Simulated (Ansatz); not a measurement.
# C4H3F3: one species, many methods

The task here is to estimate one member of a computed series from the others.

Program: Ansatz 0.2.0, Gaussian basis. Level of theory: functionals in def2-TZVPP, the program's frozen cores in correlated methods. These are calculated values, not measurements.

Levels to be run: LDA (SPW92), PBE-D4, revPBE-D4, BLYP-D4, r2SCAN-D4, B97M-V, PBE0-D4, B3LYP-D4, r2SCANh-D4, r2SCAN0-D4, HSE06-D4, BHLYP-D4, CAM-B3LYP-D4, LC-ωPBE, ωB97X-V, ωB97M-V, B2PLYP, PBE-QIDH; CCSD(T)/def2-SVP; CCSD(T)/def2-TZVPP; MP2/def2-QZVPP; extrapolation to the limit; RPA on PBE.

## Structure used throughout

All runs share one geometry, relaxed beforehand with PBE0-D4 in a triple-zeta def2 set.

SMILES `F/C=C/C(F)=C\F`, 10 atoms, charge 0, spin multiplicity 1.

Atoms are counted from 1 here; the program's logs count them from 0.

Bond lengths: F1–C2 1.330 Å, C2–C3 1.327 Å, C2–H8 1.083 Å, C3–C4 1.437 Å, C3–H9 1.083 Å, C4–F5 1.343 Å, C4–C6 1.330 Å, C6–F7 1.335 Å, C6–H10 1.081 Å. Angles: F1–C2–C3 121.2°, F1–C2–H8 113.1°, C3–C2–H8 125.7°, C2–C3–C4 122.5°, C2–C3–H9 120.2°, C4–C3–H9 117.4°, C3–C4–F5 116.3°, C3–C4–C6 126.7°, F5–C4–C6 117.0°, C4–C6–F7 120.6°, C4–C6–H10 124.4°, F7–C6–H10 115.0°.

Set-up of the first run:

File in.yaml:

```yaml
crystal:
  periodic: [false, false, false]
  atoms:
    - {symbol: F, position_ang: [-2.256417, 1.754291, 0.733469]}
    - {symbol: C, position_ang: [-1.624327, 0.751447, 0.129666]}
    - {symbol: C, position_ang: [-0.329934, 0.536406, 0.327008]}
    - {symbol: C, position_ang: [0.379929, -0.538410, -0.310806]}
    - {symbol: F, position_ang: [-0.340623, -1.324861, -1.127423]}
    - {symbol: C, position_ang: [1.670704, -0.830204, -0.174118]}
    - {symbol: F, position_ang: [2.453451, -0.096049, 0.619279]}
    - {symbol: H, position_ang: [-2.271838, 0.165088, -0.510033]}
    - {symbol: H, position_ang: [0.234122, 1.181563, 0.989120]}
    - {symbol: H, position_ang: [2.168033, -1.650370, -0.673363]}
basis:
  gaussian: {orbitals: def2-TZVPP}
hamiltonian: {xc: lda}
output: {orbitals: {seedname: orbitals}}
```

Command:

```sh
$ ansatz run in.yaml --threads 4 --pin off --events-out ev --progress --plain --max-ram 10444MiB
```

Among the steps run: LDA; PBE-D4 (GGA); revPBE-D4 (GGA); BLYP-D4 (GGA); r2SCAN-D4 (meta-GGA); B97M-V (meta-GGA); B3LYP-D4 (hybrid); r2SCANh-D4 (hybrid); r2SCAN0-D4 (hybrid); HSE06-D4 (hybrid); BHLYP-D4 (hybrid); CAM-B3LYP-D4 (range-separated); LC-ωPBE (range-separated); ωB97X-V (range-separated); ωB97M-V (range-separated); B2PLYP (double hybrid); PBE-QIDH (double hybrid).

One of the session's tables, all rows but one given; the rest of the session is left out.

It belongs to the step «Frontier levels by functional». 

```
  functional  HOMO (eV)  gap (eV)
 LDA (SPW92)      -5.91      3.70
      PBE-D4      -5.68      3.74
   revPBE-D4      -5.59      3.75
     BLYP-D4      -5.56      3.73
   r2SCAN-D4      -5.88      4.07
      B97M-V      -5.92      4.18
     PBE0-D4      -6.84      5.77
    B3LYP-D4      -6.66      5.35
  r2SCANh-D4      -6.32      4.83
  r2SCAN0-D4      -6.97      5.98
    HSE06-D4      -6.45      5.00
    BHLYP-D4      -7.89      7.82
CAM-B3LYP-D4      -8.15      8.13
     LC-ωPBE      -9.41     10.53
     ωB97X-V          ?         ?
     ωB97M-V      -8.95      9.97
```

Estimate the missing values for ωB97X-V.

As computed: HOMO (eV): -9.03; gap (eV): 10.13. In the column «HOMO (eV)» it lies between LC-ωPBE (-9.41) and ωB97M-V (-8.95).
